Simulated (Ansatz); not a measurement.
CaB2 in Ansatz: the effect of target pressure

CaB2:

```xyz
3
Lattice="3.2264 0.0000 0.0000 -1.6132 2.7942 0.0000 0.0000 0.0000 4.0674" Properties=species:S:1:pos:R:3 pbc="T T T"
Ca    0.0000    0.0000    0.0000
B     1.6132    0.9314    2.0337
B     0.0000    1.8628    2.0337
```

The cell comes from a database or a generator and needn't be the stable form of this composition.

Alike in all runs:

| Quantity | Value |
| --- | --- |
| Program | Ansatz 0.2.0 |
| Task | relaxation of cell and atoms |
| Functional | LDA |
| Potentials or basis | Ansatz PAW |
| Cutoff | 420 eV (not typed: the program's choice for these potentials) |
| k mesh | 9 × 9 × 7 |
| Occupations | fermi-dirac, width 0.05 eV |
| Spin | no spin polarisation |

Each run relaxes the cell or the atoms first.

Q: One run gave: relaxed volume 11.15 Å³/atom. Which target pressure did it use?
A. 5 GPa
B. 30 GPa
C. 2 GPa
D. 0 GPa
E. 20 GPa

A: A.

```csv
target pressure,target pressure,relaxed volume (Å³/atom)
0 GPa,-,11.54
2 GPa,2 GPa,11.37
5 GPa,5 GPa,11.15
10 GPa,10 GPa,10.81
20 GPa,20 GPa,10.24
30 GPa,30 GPa,9.79
```

Caveats: the plane-wave basis is chosen anew once the cell has moved, so the energies of steps on either side of that aren't comparable; the PAW data sets come from PBE, with cores solved anew for the run's functional, which leaves a small shift of forces and pressure; the volume moved by over 15 % at a fixed basis, so the end points are rough (some runs).
